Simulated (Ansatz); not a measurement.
# CH3AlF2: small, medium and large basis sets

The task here is to estimate one member of a computed series from the others.

The runs use Ansatz 0.2.0, Gaussian basis; one geometry, several basis sets.

Plan: PBE0-D4/def2-SVP; ωB97M-V/def2-SVP; PBE0-D4/def2-QZVPP; ωB97M-V/def2-QZVPP; the functionals' def2-TZVPP values are taken from earlier runs.

## Structure used throughout

All runs share one geometry, relaxed beforehand with PBE0-D4 in a triple-zeta def2 set.

SMILES `F[CH2][AlH][F]`, 7 atoms, charge 0, spin multiplicity 1.

Atoms are counted from 1 here; the program's logs count them from 0.

Bond lengths: F1–C2 1.392 Å, C2–Al3 1.974 Å, C2–H5 1.099 Å, C2–H6 1.099 Å, Al3–F4 1.647 Å, Al3–H7 1.578 Å. Angles: F1–C2–Al3 112.9°, F1–C2–H5 108.0°, F1–C2–H6 108.0°, Al3–C2–H5 111.1°, Al3–C2–H6 111.0°, H5–C2–H6 105.6°, C2–Al3–F4 119.6°, C2–Al3–H7 122.4°, F4–Al3–H7 118.0°.

Set-up of the first run:

Input file in.yaml:

```yaml
crystal:
  periodic: [false, false, false]
  atoms:
    - {symbol: F, position_ang: [-1.721665, 0.760984, 0.034035]}
    - {symbol: C, position_ang: [-0.340088, 0.803436, -0.134198]}
    - {symbol: Al, position_ang: [0.519530, -0.954016, 0.129801]}
    - {symbol: F, position_ang: [-0.406123, -2.263023, 0.504921]}
    - {symbol: H, position_ang: [-0.132537, 1.197473, -1.138600]}
    - {symbol: H, position_ang: [0.064008, 1.549197, 0.564190]}
    - {symbol: H, position_ang: [2.077975, -1.162050, -0.005950]}
basis:
  gaussian: {orbitals: def2-SVP}
hamiltonian: {xc: pbe0, dispersion: d4}
output: {orbitals: {seedname: orbitals}}
```

Started as:

```bash
$ ansatz run in.yaml --threads 2 --pin off --events-out ev --progress --plain --max-ram 4352MiB
```

Among the steps run: PBE0-D4 in def2-SVP; ωB97M-V in def2-SVP; PBE0-D4 in def2-QZVPP; ωB97M-V in def2-QZVPP.

One table of the session follows, with a row left open; its other results are not shown here.

It belongs to the step «Functionals by basis». 

```
functional       basis  HOMO (eV)
   PBE0-D4    def2-SVP      -7.97
   PBE0-D4  def2-TZVPP      -8.12
   PBE0-D4  def2-QZVPP      -8.16
   ωB97M-V    def2-SVP     -10.22
   ωB97M-V  def2-TZVPP     -10.39
   ωB97M-V  def2-QZVPP          ?
```

**Question.** Estimate the row for ωB97M-V, def2-QZVPP.

**Answer.** HOMO (eV): -10.43. In the column «HOMO (eV)» it is the lowest.
